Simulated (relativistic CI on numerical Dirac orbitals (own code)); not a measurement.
# Ne IX (Ne⁸⁺): levels and lines

The task is the spectrum of Ne⁸⁺: levels, purity of their labels, lifetimes and lines; further runs change one setting each.

Method: Dirac-Coulomb-Breit CI, KLI orbitals optimised for each configuration, model QED (radiative potential, 1s self-energy scaled to tabulated hydrogen-like ionisation energies). Code: relativistic CI on numerical Dirac orbitals (own code) version 2.

## 1. The system

| Quantity | Value |
| --- | --- |
| ion | Ne⁸⁺ (Ne IX) |
| nuclear charge | 10 |
| electrons | 2 |
| isotope | A = 20 |
| first configuration typed | 1s2 |

Outer shells as boxes (Hund's rule):

first configuration typed
```
1s [↑↓]
```

## 2. CI with the chosen configurations

Settings of the run:

```ini
atom Ne  Z=10  charge=8  electrons=2
nucleus A=20  rms_radius_fm=3.0055
hamiltonian dirac-coulomb  breit=on  qed=on  c_scale=1
orbitals kli  potential=per-configuration
slater_scale 1
correlation none
mixing on
configurations
  1s2
  1s 2s
  1s 2p
  1s 3s
  1s 3p
  1s 3d
  1s 4s
  1s 4p
  1s 4d
  1s 4f
  1s 5s
  1s 5p
  1s 5d
  1s 5f
  1s 5g
  1s 6s
  1s 6p
  1s 6d
end
```

## 3. Without the Breit term

The settings differ from step 2 so:

```diff
@@ -2,3 +2,3 @@
 nucleus A=20  rms_radius_fm=3.0055
-hamiltonian dirac-coulomb  breit=on  qed=on  c_scale=1
+hamiltonian dirac-coulomb  breit=off  qed=on  c_scale=1
 orbitals kli  potential=per-configuration
```

## 4. One common potential

The settings differ from step 3 so:

```diff
@@ -2,4 +2,4 @@
 nucleus A=20  rms_radius_fm=3.0055
-hamiltonian dirac-coulomb  breit=off  qed=on  c_scale=1
-orbitals kli  potential=per-configuration
+hamiltonian dirac-coulomb  breit=on  qed=on  c_scale=1
+orbitals kli  potential=mean
 slater_scale 1
```

(Steps that only read results are left out.)

Before running it: what results should come out? Wanted: lowest level; first excitation; lowest level of the other parity; fastest E1 line; ionisation energy.

As calculated:

| run | time | mean size of shift, levels followed (cm⁻¹) | lowest level | ionisation energy (eV) |
| --- | --- | --- | --- | --- |
| main run | 0.56 s | 0 | 1s2 1S0 | 1194.5 |
| without the Breit term | 0.23 s | 2475 | 1s2 1S0 | 1194.9 |
| one common potential | 0.41 s | 890 | 1s2 1S0 | - |

The tabulated theoretical ionisation energy (NIST) is 1195.81 eV.

```
                                       quantity                      value
                                   lowest level                    1s2 1S0
                               first excitation       1s 2s 3S1, 903.88 eV
               lowest level of the other parity      1s 2p 3P°0, 913.63 eV
                            levels in the model                         59
  fastest E1 line (by rate) to the lowest level  1.346 nm, from 1s 2p 1P°1
                              ionisation energy                  1194.5 eV
ionisation energy, tabulated theoretical (NIST)                 1195.81 eV
```

**Reading.** The lowest level is 1s2 1S0, 100 % pure in LS and 100 % in jj coupling; over the low levels the means are 100 and 92 %, so both schemes do about equally well. The ionisation energy from the two ground configurations alone is 0.11 % below the tabulated theoretical value. Of the changes tried, the run «without the Breit term» moves the low levels most, by 2475 cm⁻¹ on average. Lifetimes count radiative decay inside the model alone.
